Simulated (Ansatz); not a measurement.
# Alloy of GaAs and GaN (8 of 32 As sites exchanged), 64 atoms

How does this alloy cell relax, and what gap do PBEsol and r²SCAN give?

All numbers are computed with Ansatz 0.2.0 (PAW, plane waves).

**1. The system as built**

64 atoms (32 Ga, 24 As, 8 N); a = 10.739 Å, b = 10.739 Å, c = 10.739 Å, α = 90.00°, β = 90.00°, γ = 90.00°. All atoms were shaken off their sites by about 0.02 Å along each axis.

The runs, in order: (2) PBEsol cell relaxation at the single k point (¼, ¼, ¼), on 1 × NVIDIA H100 80GB HBM3 with 4 threads of AMD EPYC 7R13; (3) r²SCAN single point at the single k point (¼, ¼, ¼), on 1 × NVIDIA H100 80GB HBM3 with 4 threads of AMD EPYC 7R13.

**2. Relaxing cell and atoms with PBEsol**

File in.yaml:

```yaml
crystal:
  lattice:
    - [10.739060, 0.000000, 0.000000]
    - [0.000000, 10.739060, 0.000000]
    - [0.000000, 0.000000, 10.739060]
  atoms:
    - { symbol: Ga, position: [0.002680, 0.998494, 0.999696] }
    - { symbol: Ga, position: [0.997713, 0.997972, 0.496231] }
    - { symbol: Ga, position: [0.999359, 0.499363, 0.998314] }
    - { symbol: Ga, position: [0.001571, 0.499240, 0.499389] }
    - { symbol: Ga, position: [0.500947, 0.999554, 0.998806] }
    - { symbol: Ga, position: [0.497580, 0.001111, 0.496761] }
    - { symbol: Ga, position: [0.499795, 0.497353, 0.001941] }
    - { symbol: Ga, position: [0.499604, 0.501687, 0.501715] }
    - { symbol: Ga, position: [0.252114, 0.248912, 0.003540] }
    - { symbol: Ga, position: [0.249657, 0.248195, 0.497165] }
    - { symbol: Ga, position: [0.250304, 0.751227, 0.997752] }
    - { symbol: Ga, position: [0.251690, 0.750184, 0.500366] }
    - { symbol: Ga, position: [0.745989, 0.249978, 0.001865] }
    - { symbol: Ga, position: [0.747725, 0.248318, 0.498767] }
    - { symbol: Ga, position: [0.749515, 0.747802, 0.001498] }
    - { symbol: Ga, position: [0.748086, 0.748680, 0.499405] }
    - { symbol: Ga, position: [0.248770, 0.001743, 0.247362] }
    - { symbol: Ga, position: [0.251041, 0.997751, 0.748550] }
    - { symbol: Ga, position: [0.251546, 0.498568, 0.251481] }
    - { symbol: Ga, position: [0.248252, 0.497805, 0.748621] }
    - { symbol: Ga, position: [0.749984, 0.000664, 0.249635] }
    - { symbol: Ga, position: [0.753963, 0.000537, 0.752412] }
    - { symbol: Ga, position: [0.749565, 0.496761, 0.248537] }
    - { symbol: Ga, position: [0.748294, 0.497829, 0.752171] }
    - { symbol: Ga, position: [0.999344, 0.251457, 0.248619] }
    - { symbol: Ga, position: [0.000843, 0.250195, 0.749137] }
    - { symbol: Ga, position: [0.002908, 0.749502, 0.249548] }
    - { symbol: Ga, position: [0.997948, 0.748257, 0.750135] }
    - { symbol: Ga, position: [0.499488, 0.249735, 0.253034] }
    - { symbol: Ga, position: [0.502502, 0.247492, 0.749407] }
    - { symbol: Ga, position: [0.500617, 0.748484, 0.249275] }
    - { symbol: Ga, position: [0.501932, 0.750565, 0.750374] }
    - { symbol: As, position: [0.123601, 0.126710, 0.125957] }
    - { symbol: As, position: [0.124014, 0.127739, 0.623891] }
    - { symbol: As, position: [0.122137, 0.623128, 0.128458] }
    - { symbol: As, position: [0.622590, 0.123400, 0.123425] }
    - { symbol: As, position: [0.624572, 0.125954, 0.625375] }
    - { symbol: As, position: [0.623716, 0.623223, 0.126584] }
    - { symbol: As, position: [0.625275, 0.625787, 0.625070] }
    - { symbol: As, position: [0.372049, 0.374368, 0.124219] }
    - { symbol: As, position: [0.375252, 0.374533, 0.623554] }
    - { symbol: As, position: [0.373119, 0.874360, 0.124087] }
    - { symbol: As, position: [0.375648, 0.877975, 0.626745] }
    - { symbol: As, position: [0.873512, 0.375906, 0.126627] }
    - { symbol: As, position: [0.873469, 0.379126, 0.626295] }
    - { symbol: As, position: [0.875541, 0.875371, 0.124322] }
    - { symbol: As, position: [0.877037, 0.876680, 0.623702] }
    - { symbol: As, position: [0.376696, 0.620664, 0.374564] }
    - { symbol: As, position: [0.878270, 0.625703, 0.372584] }
    - { symbol: As, position: [0.123835, 0.376903, 0.374489] }
    - { symbol: As, position: [0.126018, 0.372785, 0.873199] }
    - { symbol: As, position: [0.122942, 0.875381, 0.371974] }
    - { symbol: As, position: [0.120405, 0.874902, 0.876038] }
    - { symbol: As, position: [0.624255, 0.371048, 0.876416] }
    - { symbol: As, position: [0.625836, 0.875950, 0.374855] }
    - { symbol: As, position: [0.625192, 0.875091, 0.872355] }
    - { symbol: N, position: [0.124366, 0.623042, 0.625920] }
    - { symbol: N, position: [0.372474, 0.125839, 0.377349] }
    - { symbol: N, position: [0.378353, 0.126285, 0.874859] }
    - { symbol: N, position: [0.374969, 0.622914, 0.874999] }
    - { symbol: N, position: [0.875467, 0.123227, 0.376689] }
    - { symbol: N, position: [0.870836, 0.128772, 0.873159] }
    - { symbol: N, position: [0.880812, 0.626203, 0.876624] }
    - { symbol: N, position: [0.626703, 0.375987, 0.376439] }
  symmetry: { detect: false }
kpoints:
  mp_grid: { grid: [1, 1, 1], shift: [0.25, 0.25, 0.25] }
hamiltonian:
  xc: pbesol
scf:
  occupations: { method: fermi_dirac, width: 0.01 }
relax:
  f_tol: 0.03
  max_steps: 80
  escape_saddle: false
  adjacent_minimum: "off"
  cell: { fix: [shape] }
output:
  forces: true
  eigenvalues: true
  populations: true
  write_density: true
  write_potential: true
  elf: true
  volumetric_format: npy
```

Started as:

```console
$ ansatz run in.yaml --threads 4 --pin off --max-ram 61750MiB --runs-dir r --events-out ev --progress --plain --backend cuda --devices 0, --max-vram 37GiB
```

The runs that follow: Single point with r²SCAN.

Q: Predict the outcome of this session. Wanted: for each run, top filled to lowest empty.

**Answer**, as computed:

```
             level        time  top filled to lowest empty (eV)
PBEsol, relaxation  41 s (GPU)                             0.74
            r²SCAN  17 s (GPU)                             1.08
```

```
     quantity                                                                         value
   relaxation                                             9 recorded steps, 15.89 eV gained
largest shift                                                                  0.45 Å (Ga8)
 relaxed cell  a = 10.719 Å, b = 10.719 Å, c = 10.719 Å, α = 90.00°, β = 90.00°, γ = 90.00°
   mean bonds                                                     As–Ga 2.433, Ga–N 2.036 Å
```

**What this shows.** Relaxation gains 15.89 eV, with shifts up to 0.45 Å (Ga8), while the volume changes by -0.6 %. The mean lengths of the listed bonds run from Ga–N 2.04 Å to As–Ga 2.43 Å. No spin–orbit coupling is included; with elements this heavy it would shift the edges. With one k point the spacing samples only the states that fold onto it, so it can exceed the gap over the zone.
